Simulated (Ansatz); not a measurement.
# Ti2CuSb3: biaxial strain in the a-b plane

The task here is to estimate one member of a computed series from the others.

Method: DFT PBEsol, scalar-relativistic, plane waves, PAW, in Ansatz 0.2.0.

3 further runs of the same task are left out: 3 set aside as unsound or not needed.

### The starting structure

Symmetry: P-4m2, No. 115, tetragonal system. The conventional cell has a = 3.749 Å, b = 3.749 Å, c = 8.171 Å, α = 90.00°, β = 90.00°, γ = 90.00°. Around Ti (site symmetry 2mm) lie 7 Sb at 2.81 to 2.96 Å and 2 Cu at 2.85 Å. Cu (site symmetry -4m2) is surrounded by 4 Sb at 2.65 Å and 4 Ti at 2.85 Å. Sb (site symmetry 2mm) has 5 Ti at 2.81 to 2.96 Å in its first shell of neighbours. Sb (site symmetry -4m2) is surrounded by 4 Cu at 2.65 Å and 4 Ti at 2.85 Å.

Coordinates:

```
CELL_PARAMETERS angstrom
3.74872 0.00000 0.00000
0.00000 3.74872 0.00000
0.00000 0.00000 8.17143
ATOMIC_POSITIONS crystal
Ti 0.00000 0.50000 0.73750
Ti 0.50000 0.00000 0.26250
Cu 0.00000 0.00000 0.00000
Sb 0.00000 0.50000 0.37514
Sb 0.50000 0.00000 0.62486
Sb 0.50000 0.50000 0.00000
```

It is the result of an earlier relaxation at this level (volume 19.14 Å³/atom; gap on the mesh: none (metal)).

The unstrained cell was computed beforehand with the same settings: E(σ→0) = -30762.9555 eV for 6 atoms, gap none (metal).

The first run:

input.yaml reads:

```yaml
crystal:
  lattice:
    - [3.6737469547, 0.0, 0.0]
    - [0.0, 3.6737469547, 0.0]
    - [0.0, 0.0, 8.2694851734]
  atoms:
    - { symbol: Ti, position: [0.0, 0.5, 0.7375011784] }
    - { symbol: Ti, position: [0.5, 0.0, 0.2624988216] }
    - { symbol: Cu, position: [0.0, 0.0, 0.0] }
    - { symbol: Sb, position: [0.0, 0.5, 0.3751423657] }
    - { symbol: Sb, position: [0.5, 0.0, 0.6248576343] }
    - { symbol: Sb, position: [0.5, 0.5, 0.0] }
basis:
  ecutwfc: 420
kpoints:
  mp_grid: { grid: [10, 10, 6] }
hamiltonian:
  xc: pbesol
scf:
  occupations: { method: gaussian, width: 0.1 }
output:
  forces: true
  stress: true
  eigenvalues: true
relax:
  adjacent_minimum: "off"
  f_tol: 0.008
  max_steps: 40
  cell: { stress_tol: 0.015, fix: [a, b, gamma] }
```

Run with:

```sh
$ ansatz run input.yaml --threads 1 --pin off --max-ram 2560MiB --backend cpu --events-out ev --progress --plain --runs-dir out
```

Steps of the session up to this table: At -2.0 %; The cell strained by +2.0 %; The cell strained by -4.0 %; The cell strained by +4.0 %; The cell strained by -6.0 %.

One of the session's tables, all rows but one given; the rest of the session is left out.

Lengths are those of the vectors of the cell that was run; stresses in GPa:

| strain (%) | ΔE (meV/atom) | a (Å) | b (Å) | c (Å) |
| --- | --- | --- | --- | --- |
| -6.0 | 106.7 | 3.524 | 3.524 | 8.565 |
| -4.0 | 44.3 | 3.599 | 3.599 | 8.423 |
| -2.0 | 10.4 | 3.674 | 3.674 | 8.293 |
| +0.0 | 0.0 | 3.749 | 3.749 | 8.171 |
| +2.0 | ? | ? | ? | ? |
| +4.0 | 33.9 | 3.899 | 3.899 | 7.922 |

Q: Estimate the row for strain (%) = +2.0 from the others.

Worked estimate for «ΔE (meV/atom)». A straight line through the neighbours (0.0, 0.0) and (4.0, 33.9) gives 0.0 + (33.9 − 0.0) × (2.0 − 0.0) / (4.0 − 0.0) = 16.9; a parabola fitted to 3 rows on both sides gives 7.8.

The run gave: ΔE (meV/atom): 9.0; a (Å): 3.824; b (Å): 3.824; c (Å): 8.048. In «ΔE (meV/atom)» the line misses by +7.9 and the parabola by -1.2.

ΔE is over the unstrained cell. Stress in GPa, positive in compression, on the Cartesian axes of the input. 
